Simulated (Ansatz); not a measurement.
# FH6NOSi2: one species, many methods

An exercise on one series of results from a longer session: the logs are not shown, and one member is left open.

The runs use Ansatz 0.2.0, Gaussian basis; functionals in def2-TZVPP, the program's frozen cores in correlated methods.

The runs, in order: LDA (SPW92), PBE-D4, revPBE-D4, BLYP-D4, r2SCAN-D4, B97M-V, PBE0-D4, B3LYP-D4, r2SCANh-D4, r2SCAN0-D4, HSE06-D4, BHLYP-D4, CAM-B3LYP-D4, LC-ωPBE, ωB97X-V, ωB97M-V, B2PLYP, PBE-QIDH; CCSD(T)/def2-SVP; CCSD(T)/def2-TZVPP; MP2/def2-QZVPP; extrapolation to the limit; RPA on PBE.

## The geometry

An earlier PBE0-D4 in a triple-zeta def2 set relaxation fixed the geometry.

SMILES `N[SiH](F)[SiH2]O`, 11 atoms, charge 0, spin multiplicity 1.

Atoms are counted from 1 here; the program's logs count them from 0.

Bond lengths: N1–Si2 1.709 Å, N1–H6 1.008 Å, N1–H7 1.008 Å, Si2–F3 1.610 Å, Si2–Si4 2.345 Å, Si2–H8 1.485 Å, Si4–O5 1.656 Å, Si4–H9 1.484 Å, Si4–H10 1.494 Å, O5–H11 0.959 Å. Angles: Si2–N1–H6 121.1°, Si2–N1–H7 121.0°, H6–N1–H7 111.0°, N1–Si2–F3 114.2°, N1–Si2–Si4 106.2°, N1–Si2–H8 105.7°, F3–Si2–Si4 109.4°, F3–Si2–H8 106.1°, Si4–Si2–H8 115.4°, Si2–Si4–O5 108.6°, Si2–Si4–H9 113.4°, Si2–Si4–H10 108.8°, O5–Si4–H9 106.6°, O5–Si4–H10 111.4°, H9–Si4–H10 108.1°, Si4–O5–H11 115.9°.

As a file:

```
N     0.0509    1.1115    1.3810
Si    0.9929    0.4293    0.1283
F     2.3570   -0.2647    0.6295
Si   -0.3625   -1.1796   -0.9087
O    -1.7541   -0.4446   -1.4233
H    -0.3974    0.5298    2.0711
H     0.2724    2.0183    1.7613
H     1.4023    1.5671   -0.7334
H     0.2613   -1.7919   -2.1074
H    -0.6522   -2.2701    0.0707
H    -2.1054    0.2378   -0.8485
```

Set-up of the first run:

The input, in.yaml:

```yaml
crystal:
  periodic: [false, false, false]
  atoms:
    - {symbol: N, position_ang: [0.050884, 1.111529, 1.380966]}
    - {symbol: Si, position_ang: [0.992932, 0.429334, 0.128285]}
    - {symbol: F, position_ang: [2.357022, -0.264669, 0.629513]}
    - {symbol: Si, position_ang: [-0.362545, -1.179554, -0.908687]}
    - {symbol: O, position_ang: [-1.754061, -0.444551, -1.423251]}
    - {symbol: H, position_ang: [-0.397444, 0.529808, 2.071063]}
    - {symbol: H, position_ang: [0.272388, 2.018306, 1.761292]}
    - {symbol: H, position_ang: [1.402340, 1.567107, -0.733435]}
    - {symbol: H, position_ang: [0.261338, -1.791893, -2.107386]}
    - {symbol: H, position_ang: [-0.652166, -2.270142, 0.070727]}
    - {symbol: H, position_ang: [-2.105388, 0.237823, -0.848488]}
basis:
  gaussian: {orbitals: def2-TZVPP}
hamiltonian: {xc: lda}
output: {orbitals: {seedname: orbitals}}
```

Among the steps run: LDA; PBE-D4 (GGA); revPBE-D4 (GGA); BLYP-D4 (GGA); r2SCAN-D4 (meta-GGA); B97M-V (meta-GGA); PBE0-D4 (hybrid); B3LYP-D4 (hybrid); r2SCANh-D4 (hybrid); r2SCAN0-D4 (hybrid); HSE06-D4 (hybrid); BHLYP-D4 (hybrid); CAM-B3LYP-D4 (range-separated); LC-ωPBE (range-separated); ωB97X-V (range-separated); ωB97M-V (range-separated); B2PLYP (double hybrid); PBE-QIDH (double hybrid).

One table of the session follows, with a row left open; its other results are not shown here.

It belongs to the step «Orbital energies across the functionals». 

| functional | HOMO (eV) | gap (eV) |
| --- | --- | --- |
| LDA (SPW92) | -6.57 | 5.05 |
| PBE-D4 | -6.47 | 5.20 |
| revPBE-D4 | -6.42 | 5.27 |
| BLYP-D4 | -6.38 | 5.24 |
| r2SCAN-D4 | -6.76 | 5.83 |
| B97M-V | -6.87 | 5.72 |
| PBE0-D4 | ? | ? |
| B3LYP-D4 | -7.57 | 6.94 |
| r2SCANh-D4 | -7.23 | 6.60 |
| r2SCAN0-D4 | -7.94 | 7.73 |
| HSE06-D4 | -7.36 | 6.56 |
| BHLYP-D4 | -8.97 | 9.42 |
| CAM-B3LYP-D4 | -9.11 | 9.68 |
| LC-ωPBE | -10.39 | 12.15 |
| ωB97X-V | -10.08 | 11.69 |
| ωB97M-V | -9.86 | 11.14 |

Estimate the missing values for PBE0-D4.

**Answer.** HOMO (eV): -7.75; gap (eV): 7.34. In the column «HOMO (eV)» it lies between r2SCAN0-D4 (-7.94) and B3LYP-D4 (-7.57).
